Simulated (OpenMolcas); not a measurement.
# One shape, several levels: quartet C2H2FSi

Wanted: a comparison of 5 runs (UHF/3-21G, U-revPBE/def2-SVPD, UB3LYP/def2-SVPD, UPBE0/def2-SVPD, ROMP2/def2-SVPD) of quartet C2H2FSi. 

Program for the calculation: OpenMolcas 26.06.

### 1 The structure to begin with

The species is C2H2FSi (6 atoms), meant as a quartet with charge 0. SMILES of the parent species: `C#C[SiH]F`. Geometry: relaxed at PBE0-D4/def2-TZVP. That shape belongs to the parent species and isn't relaxed for this state.

Bond lengths: C1–C2 1.209 Å, C2–Si3 1.806 Å, Si3–F4 1.599 Å, C1–H5 1.066 Å, Si3–H6 1.485 Å. Angles: C1–C2–Si3 173.2°, C2–Si3–F4 109.8°, C2–C1–H5 179.1°, C2–Si3–H6 111.2°, F4–Si3–H6 108.3°.

### 2 A single-point energy at UHF/3-21G (run 1)

File geom.xyz:

```xyz
6

C      0.118100    -0.680000    -1.605700
C      0.120400    -0.213700    -0.490100
Si     0.338300     0.466700     1.168800
F     -0.478000    -0.412300     2.226800
H      0.100300    -1.089200    -2.590300
H     -0.157100     1.864400     1.244300
```

File calc.inp:

```
>>> EXPORT MOLCAS_PRINT=2

&GATEWAY
  BasLib=$CurrDir
  Coord=geom.xyz
  Basis=3-21G
  Group=NoSym

&SEWARD

&SCF
  UHF
  Spin=4
  Thresholds=1e-10 1e-07 1e-07 1e-05
  PrOrbitals=1
```

The basis set 3-21G is read from a file made from the Basis Set Exchange's data (not shown).

The run is started by

```console
$ export MOLCAS_MEM=1860
$ pymolcas calc.inp > calc.log
```

Output:

```text
--- Start Module: gateway ---
[...]
--- Stop Module: gateway /rc=_RC_ALL_IS_WELL_ ---
--- Start Module: seward ---
[...]
      Basis functions           44
--- Stop Module: seward /rc=_RC_ALL_IS_WELL_ ---
--- Start Module: scf ---
[...]
       Convergence after  30 Iterations
[...]
::    Total SCF energy                               -462.5723316052
[...]
      Total spin, S                                     1.5128524378
[...]
      Total electronic charge=   37.000000
      Total            charge=   -0.000000
[...]
      Dipole Moment (debye):
      Origin of the operator (angstrom)=    0.0437   -0.0647    0.6645
                   X=  1.3025E+00               Y=  4.1967E-01               Z= -2.3165E+00           Total=  2.6905E+00
      Quadrupole Moment (debye*angstrom):
[...]
--- Stop Module: scf /rc=_RC_ALL_IS_WELL_ ---
[...]
```

It took 2.8 s on 1 thread of Arm Neoverse V1, shared host; peak memory 0.38 GiB.

### 3 A single-point energy at U-revPBE/def2-SVPD (run 2)

File mol.xyz:

```xyz
6

C      0.118100    -0.680000    -1.605700
C      0.120400    -0.213700    -0.490100
Si     0.338300     0.466700     1.168800
F     -0.478000    -0.412300     2.226800
H      0.100300    -1.089200    -2.590300
H     -0.157100     1.864400     1.244300
```

File job.inp:

```
&GATEWAY
 BasLib=$CurrDir
 Coord=mol.xyz
 Basis=def2-SVPD
 Group=NoSym

&SEWARD
 GridInput
 Grid=UltraFine
 End of Grid

&SCF
 UHF
 Spin=4
 KSDFT=revPBE
 Thresholds=1e-10 1e-07 1e-07 1e-05
 PrOrbitals=1 2
```

The basis set def2-SVPD is read from a file made from the Basis Set Exchange's data (not shown).

The run is started by

```console
$ export MOLCAS_MEM=1860
$ pymolcas job.inp > job.log
```

Output:

```text
--- Start Module: gateway ---
[...]
--- Stop Module: gateway /rc=_RC_ALL_IS_WELL_ ---
--- Start Module: seward ---
[...]
      Basis functions          103
--- Stop Module: seward /rc=_RC_ALL_IS_WELL_ ---
[...]
--- Start Module: scf ---
[...]
       Convergence after  28 Iterations
[...]
::    Total KS-DFT energy                            -466.1777060066
[...]
      Total spin, S                                     1.5019190379
[...]
      Total electronic charge=   37.000000
      Total            charge=   -0.000000
[...]
      Dipole Moment (debye):
      Origin of the operator (angstrom)=    0.0437   -0.0647    0.6645
                   X=  4.4975E-01               Y=  3.1286E-03               Z= -2.3191E+00           Total=  2.3623E+00
      Quadrupole Moment (debye*angstrom):
[...]
--- Stop Module: scf /rc=_RC_ALL_IS_WELL_ ---
[...]
```

Wall time 79 s (1 thread of Arm Neoverse V1, shared host); peak memory 0.58 GiB.

### 4 A single-point energy at UB3LYP/def2-SVPD (run 3)

File run.inp:

```
>>> EXPORT MOLCAS_PRINT=2
&GATEWAY
BasLib
$CurrDir
Coord
6
angstrom
C        0.118100      -0.680000      -1.605700
C        0.120400      -0.213700      -0.490100
Si       0.338300       0.466700       1.168800
F       -0.478000      -0.412300       2.226800
H        0.100300      -1.089200      -2.590300
H       -0.157100       1.864400       1.244300
Basis
def2-SVPD
Group
NoSym
&SEWARD
GridInput
Grid=UltraFine
End of Grid
&SCF
UHF
Spin
4
KSDFT
B3LYP
Thresholds
1e-10 1e-07 1e-07 1e-05
PrOrbitals
1 2
```

The basis set def2-SVPD is read from a file made from the Basis Set Exchange's data (not shown).

The run is started by

```console
$ export MOLCAS_MEM=1860
$ pymolcas run.inp > run.log
```

Output:

```text
--- Start Module: gateway ---
[...]
--- Stop Module: gateway /rc=_RC_ALL_IS_WELL_ ---
--- Start Module: seward ---
[...]
      Basis functions          103
--- Stop Module: seward /rc=_RC_ALL_IS_WELL_ ---
[...]
--- Start Module: scf ---
[...]
       Convergence after  28 Iterations
[...]
::    Total KS-DFT energy                            -466.3093803989
[...]
      Total spin, S                                     1.5019791385
[...]
      Total electronic charge=   37.000000
      Total            charge=   -0.000000
[...]
      Dipole Moment (debye):
      Origin of the operator (angstrom)=    0.0437   -0.0647    0.6645
                   X=  5.4895E-01               Y=  1.1314E-01               Z= -2.3139E+00           Total=  2.3808E+00
      Quadrupole Moment (debye*angstrom):
[...]
--- Stop Module: scf /rc=_RC_ALL_IS_WELL_ ---
[...]
```

It took 80 s on 1 thread of Arm Neoverse V1, shared host; peak memory 0.58 GiB.

Run 4 isn't shown in full; the table further down has it.

### 5 The energy at ROMP2/def2-SVPD (run 5)

File job.inp:

```
>>> EXPORT MOLCAS_PRINT=2

&GATEWAY
  BasLib
  $CurrDir
  BasisSet
  C.def2-SVPD....
  C1 0.118100 -0.680000 -1.605700 angstrom
  C2 0.120400 -0.213700 -0.490100 angstrom
  End of Basis
  BasisSet
  Si.def2-SVPD....
  Si3 0.338300 0.466700 1.168800 angstrom
  End of Basis
  BasisSet
  F.def2-SVPD....
  F4 -0.478000 -0.412300 2.226800 angstrom
  End of Basis
  BasisSet
  H.def2-SVPD....
  H5 0.100300 -1.089200 -2.590300 angstrom
  H6 -0.157100 1.864400 1.244300 angstrom
  End of Basis

&SEWARD

&SCF
  UHF
  Spin
  4
  Thresholds
  1e-10 1e-07 1e-07 1e-05
  PrOrbitals
  0

&RASSCF
  FileOrb
  $Project.UnaOrb
  Spin
  4
  Nactel
  3 0 0
  Inactive
  17
  Ras2
  3
  OutOrbitals
  Canonical
  OrbListing
  Few

&CASPT2
  IPEA
  0.0
  Frozen
  8
```

The basis set def2-SVPD is read from a file made from the Basis Set Exchange's data (not shown).

The run is started by

```console
$ export MOLCAS_MEM=1860
$ pymolcas job.inp > job.log
```

Output:

```text
--- Start Module: gateway ---
[...]
--- Stop Module: gateway /rc=_RC_ALL_IS_WELL_ ---
[...]
      Basis functions          103
[...]
       Convergence after  31 Iterations
[...]
::    Total SCF energy                               -464.8555013142
[...]
      Total spin, S                                     1.5112065398
[...]
--- Start Module: rasscf ---
[...]
      Number of active orbitals                  3
[...]
      Spin quantum number                      1.5
[...]
      Active orbitals                            3
[...]
      Number of CSFs                             1
[...]
      Number of root(s) required                 1
[...]
      Convergence after 17 iterations
[...]
      printout of CI-coefficients larger than  0.05 for root  1
      energy=    -464.846937
      conf/sym  111     Coeff  Weight
             1  uuu   1.00000 1.00000
      Natural orbitals and occupation numbers for root  1
      sym 1:   1.000000   1.000000   1.000000
      ************************************************************************************************************************
      *                                                    Final results                                                     *
[...]
::    RASSCF root number  1 Total energy:   -464.84693735
[...]
      Total electronic charge=   37.000000
      Total            charge=   -0.000000
[...]
      Dipole Moment (debye):
      Origin of the operator (angstrom)=    0.0437   -0.0647    0.6645
                   X=  6.3259E-01               Y=  2.2016E-01               Z= -2.3543E+00           Total=  2.4477E+00
      Quadrupole Moment (debye*angstrom):
[...]
--- Stop Module: rasscf /rc=_RC_ALL_IS_WELL_ ---
[...]
--- Start Module: caspt2 ---
[...]
 ###    WARNING: User changed nr of frozen orbitals.                         ###
 ###############################################################################
[...]
      E2 (Variational):          -0.5002269125
      Total energy:            -465.3471642656
[...]
      Reference weight:           0.85186
[...]
::    CASPT2 Root  1     Total energy:   -465.34716427
[...]
--- Stop Module: caspt2 /rc=_RC_ALL_IS_WELL_ ---
[...]
```

Wall time 32 s (1 thread of Arm Neoverse V1, shared host); peak memory 0.58 GiB.

### 6 Overview of the runs

| run | level | integration grid | frozen core orbitals | energy (Eh) | dipole moment (D) | HOMO energy (eV) | ⟨S²⟩ | wall time |
| --- | --- | --- | --- | --- | --- | --- | --- | --- |
| 1 | UHF/3-21G | – | – | -462.572332 | 2.69 | -6.50 | 3.802 | 2.8 s |
| 2 | U-revPBE/def2-SVPD | UltraFine | – | -466.177706 | 2.36 | -2.96 | 3.758 | 79 s |
| 3 | UB3LYP/def2-SVPD | UltraFine | – | -466.309380 | 2.38 | -3.74 | 3.758 | 80 s |
| 4 | UPBE0/def2-SVPD | UltraFine | – | -465.977279 | 2.39 | -4.06 | 3.760 | 73 s |
| 5 | ROMP2/def2-SVPD | – | 8 | -465.347164 | – | – | – | 32 s |

### 7 Results

```
           quantity          value
run 5: total energy  -465.34716 Eh
```

Over runs 1, 2, 3, 4 the dipole moment (its size) runs from 2.36 D (U-revPBE/def2-SVPD) to 2.69 D (UHF/3-21G). The two ends differ in method and basis. Totals of different functionals can't be ranked against each other. All runs together took 4.5 min, the longest 80 s.
